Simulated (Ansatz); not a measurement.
# AlClFHN: the cost of one run

The runs use Ansatz 0.2.0, Gaussian basis; PBE0-D4/def2-mTZVP.

1 further run of the same task is left out (it didn't finish).

## (1) The system as given

SMILES `[NH-][Al]([F])[Cl]`, 5 atoms, charge -1, spin multiplicity 1.

Atoms are counted from 1 here; the program's logs count them from 0.

Bond lengths: N1–Al2 1.718 Å, N1–H5 1.019 Å, Al2–F3 1.708 Å, Al2–Cl4 2.174 Å. Angles: Al2–N1–H5 108.2°, N1–Al2–F3 132.9°, N1–Al2–Cl4 127.8°, F3–Al2–Cl4 99.3°.

Geometry (Å):

```xyz
5

N     0.68019    1.28811    0.33105
Al    0.12492   -0.32769    0.15135
F     0.63619   -1.81332    0.82004
Cl   -1.52675   -1.04039   -1.06931
H     0.08546    1.89328   -0.23312
```

## (2) The run

md/in.yaml

```yaml
crystal:
  periodic: [false, false, false]
  atoms:
    - {symbol: N, position_ang: [0.680190, 1.288110, 0.331050]}
    - {symbol: Al, position_ang: [0.124920, -0.327690, 0.151350]}
    - {symbol: F, position_ang: [0.636190, -1.813320, 0.820040]}
    - {symbol: Cl, position_ang: [-1.526750, -1.040390, -1.069310]}
    - {symbol: H, position_ang: [0.085460, 1.893280, -0.233120]}
basis:
  gaussian: {orbitals: def2-mTZVP}
total_charge: -1
hamiltonian: {xc: pbe0, dispersion: d4}
md: {n_steps: 30, timestep: 0.75, temperature: 100, ensemble: nvt_nose_hoover, seed: 913, initial_velocities: maxwell_boltzmann}
```

On the command line:

```console
$ ansatz run in.yaml --threads 2 --pin off --events-out ev --progress --plain --max-ram 3481MiB
```

**Question.** How long does this run take on 2 threads of Intel Xeon at 2.50GHz, shared host, and how much memory does it need?

About 3.5 min, with a peak of 0.17 GiB.
